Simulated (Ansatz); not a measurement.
# C2H5AlO2: the cost of one run

Method: RKS PBE0-D4/6-31G*, in Ansatz 0.2.0.

### 1 Starting point

Bond lengths: C1–O2 1.436 Å, O2–C3 1.391 Å, C3–O4 1.271 Å, C3–Al5 1.968 Å, C1–H6 1.039 Å, C1–H7 1.100 Å, C1–H8 1.140 Å, Al5–H9 1.660 Å, Al5–H10 1.576 Å. Angles: C1–O2–C3 121.9°, O2–C1–H6 112.1°, O2–C1–H7 107.3°, O2–C1–H8 104.9°, H6–C1–H7 113.3°, H6–C1–H8 110.2°, H7–C1–H8 108.7°, O2–C3–O4 124.2°, O2–C3–Al5 119.5°, O4–C3–Al5 115.9°, C3–Al5–H9 119.7°, C3–Al5–H10 121.7°, H9–Al5–H10 118.5°.

Coordinates:

```xyz
10

C    -0.9836   -1.6695    0.1884
O    -0.4377   -0.3804    0.5080
C     0.3217    0.3425   -0.4064
O     0.6463   -0.0814   -1.5593
Al    1.1374    2.0465    0.1458
H    -0.2468   -2.3503   -0.0830
H    -1.5791   -1.9956    1.0534
H    -1.6864   -1.4801   -0.6887
H     0.8699    2.6290    1.6773
H     2.0413    2.8881   -0.8326
```

### 2 End point A

Input file input.yaml:

```yaml
crystal:
  periodic: [false, false, false]
  atoms:
    - { symbol: C, position_ang: [-0.9836, -1.6695, 0.1884] }
    - { symbol: O, position_ang: [-0.4377, -0.3804, 0.508] }
    - { symbol: C, position_ang: [0.3217, 0.3425, -0.4064] }
    - { symbol: O, position_ang: [0.6463, -0.0814, -1.5593] }
    - { symbol: Al, position_ang: [1.1374, 2.0465, 0.1458] }
    - { symbol: H, position_ang: [-0.2468, -2.3503, -0.083] }
    - { symbol: H, position_ang: [-1.5791, -1.9956, 1.0534] }
    - { symbol: H, position_ang: [-1.6864, -1.4801, -0.6887] }
    - { symbol: H, position_ang: [0.8699, 2.629, 1.6773] }
    - { symbol: H, position_ang: [2.0413, 2.8881, -0.8326] }
basis:
  gaussian: { orbitals: "6-31G*" }
hamiltonian:
  xc: pbe0
  dispersion: d4
relax:
  f_tol: 0.015
  max_steps: 40
```

On the command line:

```console
$ ansatz run input.yaml --threads 1 --pin off --max-ram 2048MiB --backend cpu --events-out ev --progress --plain --runs-dir out
```

What time and memory should one allow on 1 thread of Intel Xeon Platinum 8259CL at 2.50GHz (Skylake/Cascade Lake), shared host?

About 2.9 min, with a peak of 0.19 GiB.
